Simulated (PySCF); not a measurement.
# C6H5NO: the cost of one run

Computed with PySCF 2.14.0 and routines of our own; the level stands in each step. Atoms count from 0.

## Step 1: The system as given

13 atoms, charge 0, multiplicity 1; geometry from: GFN2-xTB.

## Step 2: Relaxing the molecule at PBE0-D3(BJ)/def2-SVP

What the job is given:

```
{"job": {"xc": "PBE0", "basis": "def2-SVP", "d3": "d3bj", "grid": 2, "kind": "geom"}, "charge": 0, "multiplicity": 1}
C     -2.115383    -0.353076    -0.026210
O     -2.113758     1.014089    -0.377444
C     -0.913236     1.598886    -0.480722
C      0.258522     1.012191    -0.290332
C      1.343665     0.419971    -0.105446
C      2.485187    -0.222053     0.091145
C      2.488880    -1.579357     0.433181
N      2.489403    -2.693376     0.715343
H     -3.156433    -0.666850    -0.008828
H     -1.663148    -0.501397     0.958802
H     -1.556257    -0.944688    -0.757357
H     -0.994356     2.644720    -0.749605
H      3.442526     0.271428    -0.003997
```

On the command line:

```sh
OMP_NUM_THREADS=1 python excited_run.py task.json out
```

This one command runs all jobs of the session in turn.

**Question.** How long does this first job take on 1 thread of Arm Neoverse N1, shared host, and how much memory does it need?

About 71 s, with a peak of 0.68 GiB.
